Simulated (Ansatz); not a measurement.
# Cs2KMoP6: the cost of one run

Program: Ansatz 0.2.0. Level of theory: reference: DFT PBE, plane waves, PAW, scalar-relativistic, no spin polarisation. These are calculated values, not measurements.

1 further run of the same task is left out (it didn't finish).

### 1 The starting structure

It takes space group Fm-3m (No. 225, cubic). Conventional cell: a = 9.506 Å, b = 9.506 Å, c = 9.506 Å, α = 90.00°, β = 90.00°, γ = 90.00°. Mo (site symmetry m-3m) is surrounded by 6 P at 2.16 Å. Around K (site symmetry m-3m) lie 6 P at 2.60 Å. Cs (site symmetry -43m) has 12 P at 3.37 Å as nearest neighbours. P (site symmetry 4mm) has 1 Mo at 2.16 Å and 1 K at 2.60 Å as nearest neighbours.

Structure file:

```
Mo K Cs P
1.0
     0.00000    4.75320    4.75320
     4.75320    0.00000    4.75320
     4.75320    4.75320    0.00000
Mo K Cs P
1 1 2 6
Direct
  0.00000 0.00000 0.00000
  0.50000 0.50000 0.50000
  0.25000 0.25000 0.25000
  0.75000 0.75000 0.75000
  0.77300 0.22700 0.22700
  0.22700 0.77300 0.22700
  0.22700 0.77300 0.77300
  0.77300 0.22700 0.77300
  0.22700 0.22700 0.77300
  0.77300 0.77300 0.22700
```

### 2 The reference run

Contents of input.yaml:

```yaml
crystal:
  lattice:
    - [0.0, 4.753198, 4.753198]
    - [4.753198, 0.0, 4.753198]
    - [4.753198, 4.753198, 0.0]
  atoms:
    - { symbol: Mo, position: [0.0, 0.0, 0.0] }
    - { symbol: K, position: [0.5, 0.5, 0.5] }
    - { symbol: Cs, position: [0.25, 0.25, 0.25] }
    - { symbol: Cs, position: [0.75, 0.75, 0.75] }
    - { symbol: P, position: [0.773, 0.227, 0.227] }
    - { symbol: P, position: [0.227, 0.773, 0.227] }
    - { symbol: P, position: [0.227, 0.773, 0.773] }
    - { symbol: P, position: [0.773, 0.227, 0.773] }
    - { symbol: P, position: [0.227, 0.227, 0.773] }
    - { symbol: P, position: [0.773, 0.773, 0.227] }
  symmetry: { tolerance: 0.0003 }
kpoints:
  mp_grid: { grid: [4, 4, 4], shift: [0, 0, 0] }
magnetization:
  spin_polarized: false
scf:
  occupations: { method: fermi_dirac }
hamiltonian:
  pseudopotentials: { kind: paw }
  xc: pbe
basis:
  ecutwfc: 420
output:
  forces: true
  stress: true
  eigenvalues: true
```

On the command line:

```bash
$ ansatz run input.yaml --threads 1 --pin off --max-ram 2560MiB --backend cpu --events-out ev --progress --plain --runs-dir out
```

**Question.** How long does this run take on 1 thread of Arm Neoverse V1, shared host, and how much memory does it need?

About 6.3 s, with a peak of 0.47 GiB.
